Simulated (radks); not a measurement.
# Sn²⁺ in [Kr] 4d10 5s2: an all-electron calculation

An exercise on one series of results from a longer session: the logs are not shown, and one member is left open.

Program: radks (a radial shooting solver on a logarithmic mesh, Libxc functionals) version 1. Level of theory: non-relativistic Kohn-Sham, B86b exchange with PBE correlation, spin-polarised, spherical densities, point nucleus. These are calculated values, not measurements, unless marked.

### The system

```
element       : tin (Z = 50)
charge        : +2
electrons     : 48
configuration : [Kr] 4d10 5s2
```

The outer shells:

Sn²⁺
```
[Kr] core
4d [↑↓][↑↓][↑↓][↑↓][↑↓]
5s [↑↓]
```

Set-up of the first run:

Input:

```text
Z 50
configuration [Kr] 4d10 5s2
relativity non-relativistic
functional b86_mgc,pbe
spin polarised
nucleus point
```

One of the session's tables, all rows but one given; the rest of the session is left out.

It belongs to the step «Orbitals and density». Radial moments (bohr):

```
level      <r>  outermost maximum (interpolated)  90 % within  nodes
   1s  0.03042                            0.0201       0.0541      0
   2s   0.1314                             0.112        0.202      1
   2p   0.1121                            0.0873        0.182      0
   3s   0.3526                             0.320        0.517      2
   3p   0.3436                             0.307        0.515      1
   3d   0.3146                             0.252        0.495      0
   4s   0.8488                             0.772         1.23      3
   4p   0.8985                             0.800         1.32      2
   4d        ?                                 ?            ?      ?
   5s    2.294                              2.02         3.33      4
```

Q: Estimate the row for 4d from the others.

The run gave: <r>: 1.082; outermost maximum (interpolated): 0.882; 90 % within: 1.68; nodes: 1. In the column «<r>» it lies between 4p (0.8985) and 5s (2.294).

Caveats from the session: Relativity is left out here, which matters for elements this heavy.
